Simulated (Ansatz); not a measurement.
**AlAsH₂ (triplet): B2PLYP, RPA-PBE over vertical spin and charge gaps, cc-pVDZ**

Aim: run AlAsH₂ (triplet) with these functionals over vertical spin and charge gaps, and hold them against the top wave-function level at the same points.

Computed with Ansatz 0.2.0, Gaussian basis. Level: cc-pVDZ, all electrons in the functionals, frozen cores in the correlation of double hybrids and RPA.

To be run: B2PLYP, RPA-PBE, at charge 0, triplet; charge 0, singlet; charge 0, quintet; charge 1, doublet; charge 1, quartet.

12 further runs of the same task are left out: 9 for a known fault of the program, 3 set aside as unsound or not needed.

### 1 The system

The geometry is a PBE0/def2-TZVP stationary point (not a proven minimum). No spin-orbit coupling is included. The filled d shell of As may be among the frozen orbitals whatever the setting's name suggests; the logs give the count.

4 atoms, charge 0, spin multiplicity 3.

Atoms are counted from 1 here; the program's logs count them from 0.

Bond lengths: Al1–As2 2.435 Å, Al1–H3 1.589 Å, Al1–H4 1.589 Å. Angles: As2–Al1–H3 120.0°, As2–Al1–H4 120.0°, H3–Al1–H4 120.0°.

Coordinates:

```
Al    0.0000    0.0000    1.7403
As    0.0000    0.0000   -0.6949
H     0.0000    1.3758    2.5343
H     0.0000   -1.3758    2.5343
```

No dispersion term is added.

The geometry shown and the zero of energy belong to the point charge 0, triplet. The yardstick, RCCSDTQ, and other wave-function levels (R restricted, U unrestricted, valence and pair active spaces) come from earlier runs.

### 2 B2PLYP, charge 0, triplet

in.yaml

```yaml
crystal:
  periodic: [false, false, false]
  atoms:
    - {symbol: Al, position_ang: [0.000000, 0.000000, 1.740252]}
    - {symbol: As, position_ang: [0.000000, 0.000000, -0.694906]}
    - {symbol: H, position_ang: [0.000000, 1.375836, 2.534270]}
    - {symbol: H, position_ang: [0.000000, -1.375836, 2.534270]}
basis:
  gaussian: {orbitals: cc-pVDZ}
magnetization: {spin_polarized: true, initial_magnetization: 2}
hamiltonian: {xc: {name: B2PLYP}}
correlation: {electrons: outside_noble_gas}
```

Launch:

```
$ ansatz run in.yaml --threads 1 --pin off --events-out ev --progress --plain --max-ram 3968MiB --backend cpu
```

Standard output:

```text
Functional definition: B2PLYP
  name "B2PLYP"
  cite "Grimme, J. Chem. Phys. 124, 034108 (2006) doi:10.1063/1.2148954"
  cite "Becke, Phys. Rev. A 38, 3098 (1988) doi:10.1103/PhysRevA.38.3098"
  cite "Lee, Yang & Parr, Phys. Rev. B 37, 785 (1988) doi:10.1103/PhysRevB.37.785"
  parameter a = 0.53
  parameter c = 0.27
  exchange = (1 - a)*b88_x + a*exact_x
  correlation = (1 - c)*lyp_c + c*(mp2_os + mp2_ss)
595 factors; integrals over basis functions are off by at most 9.8e-4 eV
mean field evaluation 1: about -67452.3184 eV, gradient 5.2e0 eV
mean field evaluation 2: about -67452.3190 eV, gradient 5.2e0 eV
mean field evaluation 4: about -67452.6144 eV, gradient 3.6e-1 eV
mean field evaluation 8: about -67452.6162 eV, gradient 1.3e-2 eV
mean field evaluation 16: about -67452.6162 eV, gradient 4.6e-6 eV
mean field -67452.61624391 eV, -2478.8379259382 hartree, gradient 4.6e-6 eV, S^2 2.005439; 2 other end points of the search recorded, 0 dependent functions left out
19 core orbitals not correlated: weight in the atoms' cores, before any rotation towards them, 1.000 or more for the frozen orbitals, at most 0.000 for the correlated occupied ones
reference -67452.61638295 eV, -2478.8379310478 hartree; 6, 4 occupied and 30, 32 virtual orbitals, 595 factors
second order -4.49567279 eV of doubles, -0.00000000 eV of singles
Total energy: -67453.83021460 eV, -2478.8825385383 hartree
```

It took 2.3 s on 1 thread of AMD EPYC 7R13, shared host.

From the report: ⟨S²⟩ of the determinant 2.005 (pure triplet: 2.00).

### 3 B2PLYP, charge 0, singlet

in.yaml, as its differences from that of step 2:

```diff
@@ -9,3 +9,3 @@
   gaussian: {orbitals: cc-pVDZ}
-magnetization: {spin_polarized: true, initial_magnetization: 2}
+magnetization: {spin_polarized: true, initial_magnetization: 0}
 hamiltonian: {xc: {name: B2PLYP}}
```

The command is unchanged.

Standard output, cut to the lines that bear on the results:

```text
Functional definition: B2PLYP
  name "B2PLYP"
  cite "Grimme, J. Chem. Phys. 124, 034108 (2006) doi:10.1063/1.2148954"
  cite "Becke, Phys. Rev. A 38, 3098 (1988) doi:10.1103/PhysRevA.38.3098"
  cite "Lee, Yang & Parr, Phys. Rev. B 37, 785 (1988) doi:10.1103/PhysRevB.37.785"
[...]
595 factors; integrals over basis functions are off by at most 9.8e-4 eV
[...]
mean field -67452.31503523 eV, -2478.8268567236 hartree, gradient 5.6e-6 eV, S^2 0.982957; 8 other end points of the search recorded, 0 dependent functions left out
19 core orbitals not correlated: weight in the atoms' cores, before any rotation towards them, 1.000 or more for the frozen orbitals, at most 0.000 for the correlated occupied ones
reference -67452.31517381 eV, -2478.8268618163 hartree; 5, 5 occupied and 31, 31 virtual orbitals, 595 factors
second order -4.47993428 eV of doubles, -0.00000000 eV of singles
Total energy: -67453.52475607 eV, -2478.8713131443 hartree
```

Wall time 7 s (1 thread of AMD EPYC 7R13, shared host).

From the report: ⟨S²⟩ of the determinant 0.983 (pure singlet: 0.00). The determinant is far from a pure spin state, so its energy mixes those of several spin states (harmless only where they are near-degenerate, as at dissociation).

From charge 0, triplet: +29.5 kJ/mol.

### 4 B2PLYP, charge 0, quintet

in.yaml, as its differences from that of step 3:

```diff
@@ -9,3 +9,3 @@
   gaussian: {orbitals: cc-pVDZ}
-magnetization: {spin_polarized: true, initial_magnetization: 0}
+magnetization: {spin_polarized: true, initial_magnetization: 4}
 hamiltonian: {xc: {name: B2PLYP}}
```

Same command.

Standard output, cut to the lines that bear on the results:

```text
Functional definition: B2PLYP
  name "B2PLYP"
  cite "Grimme, J. Chem. Phys. 124, 034108 (2006) doi:10.1063/1.2148954"
  cite "Becke, Phys. Rev. A 38, 3098 (1988) doi:10.1103/PhysRevA.38.3098"
  cite "Lee, Yang & Parr, Phys. Rev. B 37, 785 (1988) doi:10.1103/PhysRevB.37.785"
[...]
595 factors; integrals over basis functions are off by at most 9.8e-4 eV
[...]
mean field -67448.74041458 eV, -2478.6954918376 hartree, gradient 2.9e-6 eV, S^2 6.003572; 4 other end points of the search recorded, 0 dependent functions left out
19 core orbitals not correlated: weight in the atoms' cores, before any rotation towards them, 1.000 or more for the frozen orbitals, at most 0.000 for the correlated occupied ones
reference -67448.74055902 eV, -2478.6954971457 hartree; 7, 3 occupied and 29, 33 virtual orbitals, 595 factors
second order -4.40004638 eV of doubles, -0.00000000 eV of singles
Total energy: -67449.92857155 eV, -2478.7391558007 hartree
```

It took 2.8 s on 1 thread of AMD EPYC 7R13, shared host.

From the report: ⟨S²⟩ of the determinant 6.004 (pure quintet: 6.00).

From charge 0, triplet: +376.5 kJ/mol.

### 5 B2PLYP, charge 1, doublet

in.yaml, as its differences from that of step 4:

```diff
@@ -9,3 +9,4 @@
   gaussian: {orbitals: cc-pVDZ}
-magnetization: {spin_polarized: true, initial_magnetization: 4}
+total_charge: 1
+magnetization: {spin_polarized: true, initial_magnetization: 1}
 hamiltonian: {xc: {name: B2PLYP}}
```

The command is unchanged.

Standard output, cut to the lines that bear on the results:

```text
Functional definition: B2PLYP
  name "B2PLYP"
  cite "Grimme, J. Chem. Phys. 124, 034108 (2006) doi:10.1063/1.2148954"
  cite "Becke, Phys. Rev. A 38, 3098 (1988) doi:10.1103/PhysRevA.38.3098"
  cite "Lee, Yang & Parr, Phys. Rev. B 37, 785 (1988) doi:10.1103/PhysRevB.37.785"
[...]
595 factors; integrals over basis functions are off by at most 9.8e-4 eV
[...]
mean field -67443.75391152 eV, -2478.5122412301 hartree, gradient 3.3e-6 eV, S^2 1.192793; 9 other end points of the search recorded, 0 dependent functions left out
19 core orbitals not correlated: weight in the atoms' cores, before any rotation towards them, 1.000 or more for the frozen orbitals, at most 0.000 for the correlated occupied ones
reference -67443.75405510 eV, -2478.5122465064 hartree; 5, 4 occupied and 31, 32 virtual orbitals, 595 factors
second order -3.99065609 eV of doubles, -0.00000000 eV of singles
Total energy: -67444.83153224 eV, -2478.5518430611 hartree
```

It took 8 s on 1 thread of AMD EPYC 7R13, shared host.

From the report: ⟨S²⟩ of the determinant 1.193 (pure doublet: 0.75).

From charge 0, triplet: +868.2 kJ/mol.

### 6 B2PLYP, charge 1, quartet

in.yaml, as its differences from that of step 5:

```diff
@@ -10,3 +10,3 @@
 total_charge: 1
-magnetization: {spin_polarized: true, initial_magnetization: 1}
+magnetization: {spin_polarized: true, initial_magnetization: 3}
 hamiltonian: {xc: {name: B2PLYP}}
```

Launched as before.

Standard output, cut to the lines that bear on the results:

```text
Functional definition: B2PLYP
  name "B2PLYP"
  cite "Grimme, J. Chem. Phys. 124, 034108 (2006) doi:10.1063/1.2148954"
  cite "Becke, Phys. Rev. A 38, 3098 (1988) doi:10.1103/PhysRevA.38.3098"
  cite "Lee, Yang & Parr, Phys. Rev. B 37, 785 (1988) doi:10.1103/PhysRevB.37.785"
[...]
595 factors; integrals over basis functions are off by at most 9.8e-4 eV
[...]
mean field -67443.75482577 eV, -2478.5122748279 hartree, gradient 5.3e-6 eV, S^2 3.755935; 0 other end points of the search recorded, 0 dependent functions left out
19 core orbitals not correlated: weight in the atoms' cores, before any rotation towards them, 1.000 or more for the frozen orbitals, at most 0.000 for the correlated occupied ones
reference -67443.75496977 eV, -2478.5122801201 hartree; 6, 3 occupied and 30, 33 virtual orbitals, 595 factors
second order -3.92790418 eV of doubles, -0.00000000 eV of singles
Total energy: -67444.81550390 eV, -2478.5512540304 hartree
```

It took 1.9 s on 1 thread of AMD EPYC 7R13, shared host.

From the report: ⟨S²⟩ of the determinant 3.756 (pure quartet: 3.75).

From charge 0, triplet: +869.8 kJ/mol.

### 7 RPA-PBE, charge 0, triplet

in.yaml, as its differences from that of step 6:

```diff
@@ -9,5 +9,4 @@
   gaussian: {orbitals: cc-pVDZ}
-total_charge: 1
-magnetization: {spin_polarized: true, initial_magnetization: 3}
-hamiltonian: {xc: {name: B2PLYP}}
-correlation: {electrons: outside_noble_gas}
+magnetization: {spin_polarized: true, initial_magnetization: 2}
+hamiltonian: {xc: {name: PBE}}
+correlation: {method: rpa, electrons: outside_noble_gas}
```

The command is unchanged.

Standard output, cut to the lines that bear on the results:

```text
Functional definition: PBE
  name "PBE"
  cite "Perdew, Burke & Ernzerhof, Phys. Rev. Lett. 77, 3865 (1996) doi:10.1103/PhysRevLett.77.3865"
  parent pbe
[...]
595 factors; integrals over basis functions are off by at most 9.8e-4 eV
[...]
mean field -67455.46812299 eV, -2478.9427305614 hartree, gradient 6.6e-6 eV, S^2 2.003164; 0 other end points of the search recorded, 0 dependent functions left out
19 core orbitals not correlated: weight in the atoms' cores, before any rotation towards them, 1.000 or more for the frozen orbitals, at most 0.000 for the correlated occupied ones
reference -67408.54863056 eV, -2477.2184710179 hartree; 6, 4 occupied and 30, 32 virtual orbitals, 595 factors
Total energy: -67416.23868787 eV, -2477.5010754112 hartree
```

Wall time 1.8 s (1 thread of AMD EPYC 7R13, shared host).

From the report: ⟨S²⟩ of the determinant 2.003 (pure triplet: 2.00).

### 8 RPA-PBE, charge 0, singlet

in.yaml, as its differences from that of step 7:

```diff
@@ -9,3 +9,3 @@
   gaussian: {orbitals: cc-pVDZ}
-magnetization: {spin_polarized: true, initial_magnetization: 2}
+magnetization: {spin_polarized: true, initial_magnetization: 0}
 hamiltonian: {xc: {name: PBE}}
```

Launched as before.

Standard output, cut to the lines that bear on the results:

```text
Functional definition: PBE
  name "PBE"
  cite "Perdew, Burke & Ernzerhof, Phys. Rev. Lett. 77, 3865 (1996) doi:10.1103/PhysRevLett.77.3865"
  parent pbe
[...]
595 factors; integrals over basis functions are off by at most 9.8e-4 eV
[...]
mean field -67455.19321777 eV, -2478.9326279809 hartree, gradient 3.4e-6 eV, S^2 0.950459; 17 other end points of the search recorded, 0 dependent functions left out
19 core orbitals not correlated: weight in the atoms' cores, before any rotation towards them, 1.000 or more for the frozen orbitals, at most 0.000 for the correlated occupied ones
reference -67408.00503654 eV, -2477.1984943059 hartree; 5, 5 occupied and 31, 31 virtual orbitals, 595 factors
Total energy: -67415.93275683 eV, -2477.4898326532 hartree
```

Run time: 15 s. Hardware: 1 thread of AMD EPYC 7R13, shared host.

From the report: ⟨S²⟩ of the determinant 0.950 (pure singlet: 0.00). The determinant is far from a pure spin state, so its energy mixes those of several spin states (harmless only where they are near-degenerate, as at dissociation).

From charge 0, triplet: +29.5 kJ/mol.

### 9 RPA-PBE, charge 0, quintet

in.yaml, as its differences from that of step 8:

```diff
@@ -9,3 +9,3 @@
   gaussian: {orbitals: cc-pVDZ}
-magnetization: {spin_polarized: true, initial_magnetization: 0}
+magnetization: {spin_polarized: true, initial_magnetization: 4}
 hamiltonian: {xc: {name: PBE}}
```

The command is unchanged.

Standard output, cut to the lines that bear on the results:

```text
Functional definition: PBE
  name "PBE"
  cite "Perdew, Burke & Ernzerhof, Phys. Rev. Lett. 77, 3865 (1996) doi:10.1103/PhysRevLett.77.3865"
  parent pbe
[...]
595 factors; integrals over basis functions are off by at most 9.8e-4 eV
[...]
mean field -67451.89442592 eV, -2478.8113996164 hartree, gradient 1.6e-6 eV, S^2 6.002359; 9 other end points of the search recorded, 0 dependent functions left out
19 core orbitals not correlated: weight in the atoms' cores, before any rotation towards them, 1.000 or more for the frozen orbitals, at most 0.000 for the correlated occupied ones
reference -67404.80845018 eV, -2477.0810219239 hartree; 7, 3 occupied and 29, 33 virtual orbitals, 595 factors
Total energy: -67412.57545457 eV, -2477.3664540708 hartree
```

Run time: 6.5 s. Hardware: 1 thread of AMD EPYC 7R13, shared host.

From the report: ⟨S²⟩ of the determinant 6.002 (pure quintet: 6.00).

From charge 0, triplet: +353.4 kJ/mol.

### 10 RPA-PBE, charge 1, doublet

in.yaml, as its differences from that of step 9:

```diff
@@ -9,3 +9,4 @@
   gaussian: {orbitals: cc-pVDZ}
-magnetization: {spin_polarized: true, initial_magnetization: 4}
+total_charge: 1
+magnetization: {spin_polarized: true, initial_magnetization: 1}
 hamiltonian: {xc: {name: PBE}}
```

Same command.

Standard output, cut to the lines that bear on the results:

```text
Functional definition: PBE
  name "PBE"
  cite "Perdew, Burke & Ernzerhof, Phys. Rev. Lett. 77, 3865 (1996) doi:10.1103/PhysRevLett.77.3865"
  parent pbe
[...]
595 factors; integrals over basis functions are off by at most 9.8e-4 eV
[...]
mean field -67446.58823200 eV, -2478.6164005867 hartree, gradient 2.0e-6 eV, S^2 0.865177; 16 other end points of the search recorded, 0 dependent functions left out
19 core orbitals not correlated: weight in the atoms' cores, before any rotation towards them, 1.000 or more for the frozen orbitals, at most 0.000 for the correlated occupied ones
reference -67399.33686993 eV, -2476.8799450584 hartree; 5, 4 occupied and 31, 32 virtual orbitals, 595 factors
Total energy: -67407.35225849 eV, -2477.1745051552 hartree
```

Run time: 15 s. Hardware: 1 thread of AMD EPYC 7R13, shared host.

From the report: ⟨S²⟩ of the determinant 0.865 (pure doublet: 0.75).

From charge 0, triplet: +857.4 kJ/mol.

### 11 RPA-PBE, charge 1, quartet

in.yaml, as its differences from that of step 10:

```diff
@@ -10,3 +10,3 @@
 total_charge: 1
-magnetization: {spin_polarized: true, initial_magnetization: 1}
+magnetization: {spin_polarized: true, initial_magnetization: 3}
 hamiltonian: {xc: {name: PBE}}
```

Same command.

Standard output, cut to the lines that bear on the results:

```text
Functional definition: PBE
  name "PBE"
  cite "Perdew, Burke & Ernzerhof, Phys. Rev. Lett. 77, 3865 (1996) doi:10.1103/PhysRevLett.77.3865"
  parent pbe
[...]
595 factors; integrals over basis functions are off by at most 9.8e-4 eV
[...]
mean field -67446.44091672 eV, -2478.6109868497 hartree, gradient 3.9e-7 eV, S^2 3.751775; 5 other end points of the search recorded, 0 dependent functions left out
19 core orbitals not correlated: weight in the atoms' cores, before any rotation towards them, 1.000 or more for the frozen orbitals, at most 0.000 for the correlated occupied ones
reference -67400.18799761 eV, -2476.9112234238 hartree; 6, 3 occupied and 30, 33 virtual orbitals, 595 factors
Total energy: -67407.24790508 eV, -2477.1706702381 hartree
```

It took 4 s on 1 thread of AMD EPYC 7R13, shared host.

From the report: ⟨S²⟩ of the determinant 3.752 (pure quartet: 3.75).

From charge 0, triplet: +867.5 kJ/mol.

### 12 Against the wave-function levels

The yardstick is RCCSDTQ, where the cluster series has nearly closed. It comes from earlier runs at the same points. Energies in kJ/mol, counted from charge 0, triplet; blanks weren't run or aren't comparable.

```tsv
level	triplet to singlet	triplet to quintet	ionisation to the doublet cation	ionisation to the quartet cation
RCCSDTQ	80.2	352.4	861.9	845.3
B2PLYP		376.5	868.2	869.8
RPA-PBE		353.4	857.4	867.5
```

Largest miss and mean time a point (RCCSDTQ took 35 s a point; shared hosts):

```tsv
level	largest miss (kJ/mol)	where	time a point
B2PLYP	+24.5	ionisation to the quartet cation	4.4 s
RPA-PBE	+22.2	ionisation to the quartet cation	8.3 s
```

### 13 Outcome

| quantity | value |
| --- | --- |
| triplet to singlet, RCCSDTQ | 80.2 kJ/mol |
| triplet to quintet, RCCSDTQ | 352.4 kJ/mol |
| ionisation to the doublet cation, RCCSDTQ | 861.9 kJ/mol |
| ionisation to the quartet cation, RCCSDTQ | 845.3 kJ/mol |
| largest miss, B2PLYP | +24.5 kJ/mol (ionisation to the quartet cation) |
| largest miss, RPA-PBE | +22.2 kJ/mol (ionisation to the quartet cation) |

What this shows: Of the functionals, RPA-PBE keep the smallest largest miss at the points compared (at most 22.2 kJ/mol) and B2PLYP strays most (24.5 kJ/mol, at ionisation to the quartet cation). B2PLYP, RPA-PBE clearly break the spin symmetry at some points (⟨S²⟩ up to 0.98 above the pure value), so energy there is bought with a mixed spin. Functionals and the yardstick converge differently with the basis, so part of each miss in cc-pVDZ is the basis.
